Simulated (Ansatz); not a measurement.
# MnS: the cost of one run

Method: DFT PBE, scalar-relativistic, plane waves, PAW, in Ansatz 0.2.0.

The COD entry's cell or inner coordinates are ideal or old and differ from later refinements, so a difference from it is no clean test against experiment.

3 further runs of the same task are left out: 1 that didn't finish, 2 set aside as unsound or not needed.

## (1) The system as given

The structure is cubic, space group Fm-3m (No. 225). Conventional cell: a = 5.095 Å, b = 5.095 Å, c = 5.095 Å, α = 90.00°, β = 90.00°, γ = 90.00°. Around Mn (site symmetry m-3m) lie 6 S at 2.55 Å. S (site symmetry m-3m) is surrounded by 6 Mn at 2.55 Å.

Structure file:

```cif
data_structure
_symmetry_space_group_name_H-M 'P 1'
_symmetry_Int_Tables_number 1
_cell_length_a 3.6029
_cell_length_b 3.6029
_cell_length_c 3.6029
_cell_angle_alpha 60.000
_cell_angle_beta 60.000
_cell_angle_gamma 60.000
_cell_volume 33.07
loop_
_atom_site_label
_atom_site_type_symbol
_atom_site_fract_x
_atom_site_fract_y
_atom_site_fract_z
_atom_site_occupancy
Mn1 Mn 0.00000 0.00000 0.00000 1
S1 S 0.50000 0.50000 0.50000 1
```

It is the result of an earlier relaxation at this level (volume 16.53 Å³/atom; gap on the mesh: none (metal), site moments up to 4.0 μB).

## (2) Electronic structure at the relaxed geometry

The input, input.yaml:

```yaml
crystal:
  lattice:
    - [0.0, 2.5476020649, 2.5476020649]
    - [2.5476020649, 0.0, 2.5476020649]
    - [2.5476020649, 2.5476020649, 0.0]
  atoms:
    - { symbol: Mn, position: [0.0, 0.0, 0.0], spin: 4.42 }
    - { symbol: S, position: [0.5, 0.5, 0.5], spin: 0.14 }
basis:
  ecutwfc: 420
kpoints:
  mp_grid: { grid: [14, 14, 14] }
  band_path:
    path:
      - [[0.0, 0.0, 0.0], [0.5, 0.0, 0.5], [0.625, 0.25, 0.625]]
      - [[0.375, 0.375, 0.75], [0.0, 0.0, 0.0], [0.5, 0.5, 0.5], [0.5, 0.25, 0.75], [0.5, 0.0, 0.5]]
    npoints: 14
hamiltonian:
  xc: pbe
scf:
  occupations: { method: gaussian, width: 0.1 }
  n_extra_bands: 6
output:
  forces: true
  stress: true
  eigenvalues: true
  populations: true
  dos: { projected: true, de: 0.02, nscf_kmesh: { grid: [21, 21, 21] } }
  bader: true
  write_density: true
  write_potential: true
  elf: true
  volumetric_format: npy
magnetization:
  spin_polarized: true
checkpoint:
  read: start.run
  write: ck
  compress: false
  write_wavefunctions: false
  write_every: 100000
```

Started as:

```bash
> ansatz run input.yaml --threads 1 --pin off --max-ram 2560MiB --backend cpu --events-out ev --progress --plain --runs-dir out
```

**Question.** How long does this run take on 1 thread of Arm Neoverse V1, shared host, and how much memory does it need?

About 25 s, with a peak of 0.36 GiB.
